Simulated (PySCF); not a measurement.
# GdH2O (Gd(H2O)2+): the cost of one run

The runs use PySCF 2.14.0; PBE0, Gd lcecp-0-SVP with ECP54, O def2-SVP, H def2-SVP; scalar-relativistic core potentials, no spin–orbit coupling.

1 further run of the same task is left out (for a known fault of the program).

## (1) The system as given

4 atoms, charge 2, spin multiplicity 1.

Bond lengths: Gd1–O2 2.632 Å, O2–H3 0.970 Å, O2–H4 0.970 Å. Angles: Gd1–O2–H3 127.5°, Gd1–O2–H4 127.5°, H3–O2–H4 105.1°.

Coordinates:

| atom | x (Å) | y (Å) | z (Å) |
| --- | --- | --- | --- |
| Gd1 | 0.0000 | 0.0000 | 0.0000 |
| O2 | 0.0000 | 0.0000 | 2.6325 |
| H3 | 0.7700 | 0.0000 | 3.2225 |
| H4 | -0.7700 | 0.0000 | 3.2225 |

Formal oxidation states: Gd +2. Each metal's 8 4f electrons lie in its core potential, so multiplicities, spins and levels count the valence alone. For divalent La, Ce, Gd or Lu the extra electron is normally 5d or 6s, so this core forces an excited configuration.

## (2) SCF at the start, singlet

Input file run.py (the lines that set the calculation):

```python
mol = gto.M(atom='''
Gd     0.00000     0.00000     0.00000
O      0.00000     0.00000     2.63250
H      0.77000     0.00000     3.22250
H     -0.77000     0.00000     3.22250''',
    basis={'Gd': 'lcecp-0-SVP', 'O': 'def2-SVP', 'H': 'def2-SVP'},
    ecp={'Gd': 'lcecp-0-SVP'},
    charge=2, spin=0)
mf = dft.RKS(mol, xc='PBE0')
mf.grids.atom_grid = (50, 194)  # f atoms: unpruned, at least (60, 302)
mf = mf.density_fit()  # fitting sets: Gd AutoAux, O def2-universal-JKFIT, H def2-universal-JKFIT
mf.conv_tol = 1e-08; mf.max_cycle = 55
mf.kernel(dm0)  # dm0: free metal ions and neutral atoms
```

The run is started by

```
$ OMP_NUM_THREADS=2 python run.py
```

Q: Estimate wall time and peak memory on 2 threads of Intel Xeon Platinum 8488C (Sapphire Rapids), shared host.

About 2 s, with a peak of 0.33 GiB.
